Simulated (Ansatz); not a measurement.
Run this with the Python package of Ansatz (0.2.0) and show what comes out.

Input file `b2f2geh4.xyz`:
```text
9

B    -1.60630    0.07410    0.61130
Ge   -0.02690   -0.60430   -0.44500
B     1.56400    0.58840   -0.10310
F     1.49520    1.99380   -0.42810
F     2.76670    0.03880    0.47740
H    -2.11570   -0.61800    1.42130
H    -2.01410    1.16680    0.42560
H    -0.37000   -0.58780   -1.95640
H     0.30710   -2.05190   -0.00310
```

The script, `energy_b2f2geh4.py`:
```python
"""Single point of B2F2GeH4 in a Gaussian basis."""

import sys

import ansatz as az
import numpy as np

BASIS_SET = "def2-SVP"
FUNCTIONAL = "r2SCAN"


def main() -> None:
    molecule = az.Crystal.molecule_from_extxyz("b2f2geh4.xyz")

    calc = (
        molecule.calculation()
        .basis(gaussian=BASIS_SET)
        .functional(FUNCTIONAL)
        .forces()
    )
    try:
        report = calc.run(threads=1, pin="off").report
    except az.AnsatzError as error:
        sys.exit(f"{type(error).__name__}: {error}")

    print(f"E = {report['free_energy_ev']:.6f} eV = {report['free_energy_ev'] / 27.211386246:.7f} Ha")
    print("converged:", report["converged"], " doubts:", report["published_state_doubts"] or "none")

    state = report["mean_field"]["state"]
    print(f"mean field: {state['energy']['hartree']:.7f} Ha, <S^2> = {abs(state['spin_squared']):.4f}, stability: {state.get('stability', {}).get('kind')}")

    symbols = [site.symbol for site in molecule.cartesian_sites]
    print("forces (eV/A)")
    for symbol, f in zip(symbols, report["forces_ev_ang"]):
        print(f"  {symbol:2s} {f[0]:9.4f} {f[1]:9.4f} {f[2]:9.4f}")

    charges = report["charge_distribution"]
    print("dipole moment", round(4.803205 * float(np.linalg.norm(charges["dipole_moment_e_ang"])), 3), "D")
    print("Mulliken:", [(s, round(q, 3)) for s, q in zip(symbols, charges["mulliken_charges_e"])])


if __name__ == "__main__":
    main()
```

```console
$ python energy_b2f2geh4.py
E = -63355.184411 eV = -2328.2600834 Ha
converged: True  doubts: none
mean field: -2328.2600834 Ha, <S^2> = 0.0000, stability: minimum
forces (eV/A)
  B     0.0760    0.0432   -0.1638
  Ge   -0.1831   -0.8568   -0.1476
  B     3.0008    2.1262    0.4876
  F     0.6297   -3.8255    1.0877
  F    -3.1427    2.0207   -1.5768
  H    -0.2865   -0.3058    0.4496
  H    -0.2588    0.5673   -0.0687
  H     0.0936    0.0522    0.1653
  H     0.0710    0.1785   -0.2333
dipole moment 1.518 D
Mulliken: [('B', 0.017), ('Ge', 0.024), ('B', 0.415), ('F', -0.202), ('F', -0.199), ('H', 0.001), ('H', 0.005), ('H', -0.019), ('H', -0.043)]
```

What to keep in mind:
- These settings explore the input space; basis and method may be short of convergence.
- The geometry is a force-field or estimated start, not a minimum of this method, and the basis set is short of its limit.
- Hardware and time: 12 s on 1 thread of Arm Neoverse N1, on a shared host, peak memory 0.23 GiB.

(Lines on the test bed's own set-up are left out of the output.)
